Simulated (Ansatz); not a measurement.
**BH5OS2Si: up Jacob's ladder to CCSD(T)**

The task here is to estimate one member of a computed series from the others.

Computed with Ansatz 0.2.0, Gaussian basis. Level: functionals in def2-TZVPP, the program's frozen cores in correlated methods.

The runs, in order: LDA (SPW92), PBE-D4, revPBE-D4, BLYP-D4, r2SCAN-D4, B97M-V, PBE0-D4, B3LYP-D4, r2SCANh-D4, r2SCAN0-D4, HSE06-D4, BHLYP-D4, CAM-B3LYP-D4, LC-ωPBE, ωB97X-V, ωB97M-V, B2PLYP, PBE-QIDH; CCSD(T)/def2-SVP; CCSD(T)/def2-TZVPP; MP2/def2-QZVPP; extrapolation to the limit; RPA on PBE.

### Structure used throughout

An earlier PBE0-D4 in a triple-zeta def2 set relaxation fixed the geometry.

SMILES `[SiH3]OB(S)S`, 10 atoms, charge 0, spin multiplicity 1.

Atoms are counted from 1 here; the program's logs count them from 0.

Bond lengths: Si1–O2 1.645 Å, Si1–H6 1.481 Å, Si1–H7 1.487 Å, Si1–H8 1.481 Å, O2–B3 1.352 Å, B3–S4 1.816 Å, B3–S5 1.821 Å, S4–H9 1.343 Å, S5–H10 1.343 Å. Angles: O2–Si1–H6 108.3°, O2–Si1–H7 110.9°, O2–Si1–H8 107.8°, H6–Si1–H7 109.6°, H6–Si1–H8 110.5°, H7–Si1–H8 109.6°, Si1–O2–B3 141.8°, O2–B3–S4 120.1°, O2–B3–S5 124.7°, S4–B3–S5 115.1°, B3–S4–H9 94.8°, B3–S5–H10 96.4°.

Set-up of the first run:

in.yaml

```yaml
crystal:
  periodic: [false, false, false]
  atoms:
    - {symbol: Si, position_ang: [-1.173493, 0.125832, 1.075725]}
    - {symbol: O, position_ang: [0.073418, -0.500420, 0.203597]}
    - {symbol: B, position_ang: [0.932515, -0.191435, -0.793093]}
    - {symbol: S, position_ang: [2.208542, -1.380734, -1.297986]}
    - {symbol: S, position_ang: [0.927911, 1.377329, -1.717556]}
    - {symbol: H, position_ang: [-0.717839, 0.311946, 2.472894]}
    - {symbol: H, position_ang: [-1.609350, 1.432983, 0.515767]}
    - {symbol: H, position_ang: [-2.295627, -0.838512, 1.019376]}
    - {symbol: H, position_ang: [1.856765, -2.311685, -0.396782]}
    - {symbol: H, position_ang: [-0.119943, 1.923495, -1.079041]}
basis:
  gaussian: {orbitals: def2-TZVPP}
hamiltonian: {xc: lda}
output: {orbitals: {seedname: orbitals}}
```

Command:

```console
ansatz run in.yaml --threads 4 --pin off --events-out ev --progress --plain --max-ram 10444MiB
```

Among the steps run: LDA; PBE-D4 (GGA); revPBE-D4 (GGA); BLYP-D4 (GGA); r2SCAN-D4 (meta-GGA); B97M-V (meta-GGA); PBE0-D4 (hybrid); B3LYP-D4 (hybrid); r2SCANh-D4 (hybrid); r2SCAN0-D4 (hybrid); HSE06-D4 (hybrid); BHLYP-D4 (hybrid); CAM-B3LYP-D4 (range-separated); LC-ωPBE (range-separated); ωB97X-V (range-separated); ωB97M-V (range-separated); B2PLYP (double hybrid); PBE-QIDH (double hybrid).

One of the session's tables, all rows but one given; the rest of the session is left out.

It belongs to the step «Frontier levels by functional». 

| functional | HOMO (eV) | gap (eV) |
| --- | --- | --- |
| LDA (SPW92) | -6.30 | 4.96 |
| PBE-D4 | -6.18 | 5.12 |
| revPBE-D4 | -6.13 | 5.19 |
| BLYP-D4 | -6.00 | 5.06 |
| r2SCAN-D4 | ? | ? |
| B97M-V | -6.56 | 5.65 |
| PBE0-D4 | -7.37 | 7.17 |
| B3LYP-D4 | -7.11 | 6.68 |
| r2SCANh-D4 | -6.90 | 6.53 |
| r2SCAN0-D4 | -7.55 | 7.60 |
| HSE06-D4 | -6.97 | 6.40 |
| BHLYP-D4 | -8.39 | 9.04 |
| CAM-B3LYP-D4 | -8.64 | 9.41 |
| LC-ωPBE | -10.06 | 12.02 |
| ωB97X-V | -9.69 | 11.48 |
| ωB97M-V | -9.51 | 10.99 |

Q: Estimate the row for r2SCAN-D4 from the others.

Worked estimate for «HOMO (eV)». Against the share of exact exchange, r2SCANh-D4 (0.1, -6.90), r2SCAN0-D4 (0.25, -7.55) give a slope of -4.33 per unit share; at 0 the line stands at -6.47.

As computed: HOMO (eV): -6.47; gap (eV): 5.79. In «HOMO (eV)» the line misses by 0.00.
